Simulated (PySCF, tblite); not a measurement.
# C₅H₈P₂Si: infrared bands and NMR shifts

What infrared bands and NMR shifts should C₅H₈P₂Si (`Cc1cpc([SiH3])pc1`) show?

The runs use tblite 0.8.0 and PySCF 2.14.0, with density-fitted response routines of our own; the level of theory stands in each step. All values are computed, except where a source is named. Atoms count from 0, in the outputs and in this text.

## 1. The starting structure

16 atoms, charge 0, multiplicity 1; geometry from: GFN2-xTB.

Bonds of the start (Å): C0–C1 1.50, C1–C2 1.38, C2–P3 1.73, P3–C4 1.74, C4–Si5 1.90, C4–P6 1.74, P6–C7 1.73, C7–C1 1.39, C0–H8 1.09, C0–H9 1.09, C0–H10 1.09, C2–H11 1.09, Si5–H12 1.46, Si5–H13 1.47, Si5–H14 1.47, C7–H15 1.09.

## 2. Harmonic vibrations with GFN2-xTB

The job: settings as JSON, then the geometry in Å.

```
{"job": {"kind": "ir", "xc": "GFN2-xTB", "basis": "xTB"}, "charge": 0, "multiplicity": 1}
C     -2.963597    -0.075421    -0.010848
C     -1.463036    -0.049027     0.089277
C     -0.731761    -0.944214    -0.671757
P      0.987049    -1.151868    -0.771235
C      1.642921     0.029492     0.320596
Si     3.538454     0.113554     0.449959
P      0.773118     1.160780     1.314908
C     -0.895770     0.867198     0.962074
H     -3.380717    -0.614948     0.839933
H     -3.368378     0.934681     0.003710
H     -3.288715    -0.572201    -0.921720
H     -1.290730    -1.619801    -1.312024
H      4.100844    -0.892081    -0.451848
H      3.934413    -0.144329     1.837117
H      3.978229     1.458588     0.068509
H     -1.579923     1.508539     1.509422
```

**Question.** This job is followed by: GIAO PBE0/pcSseg-1 NMR shielding, non-relativistic, gas phase. Predict these results of the whole session: strongest single infrared mode (GFN2-xTB); zero-point energy (GFN2-xTB); 13C shifts against TMS (PBE0/pcSseg-1, means over atoms taken as alike); 1H shifts against TMS (PBE0/pcSseg-1, means over atoms taken as alike); 31P shifts against H3PO4 (PBE0/pcSseg-1, means over atoms taken as alike); 29Si shifts against TMS (PBE0/pcSseg-1).

As calculated:

| quantity | value |
| --- | --- |
| strongest single infrared mode (GFN2-xTB) | 787 cm⁻¹, 461 km/mol |
| zero-point energy (GFN2-xTB) | 66.9 kcal/mol |
| 13C shifts against TMS (PBE0/pcSseg-1, means over atoms taken as alike) | 198.5, 162.0, 145.0, 31.2 ppm |
| 1H shifts against TMS (PBE0/pcSseg-1, means over atoms taken as alike) | 9.21, 5.00, 2.75 ppm |
| 31P shifts against H3PO4 (PBE0/pcSseg-1, means over atoms taken as alike) | 305.5 ppm |
| 29Si shifts against TMS (PBE0/pcSseg-1) | -63.8 ppm |

In words: The lowest mode is imaginary (37i cm⁻¹), so the xTB geometry is not a minimum. The strongest single mode, at 787 cm⁻¹, moves mainly H14 and H13. GFN2-xTB is a fitted tight-binding method: band positions and strengths are rough. Its intensities can rank the bands wrongly. At PBE0/pcSseg-1: The widest tensor belongs to P3, P6: span 814 ppm, with a paramagnetic part of -957 ppm. NICS(1)zz of -24 ppm above the planar ring from C1 marks a diatropic (aromatic) ring current.
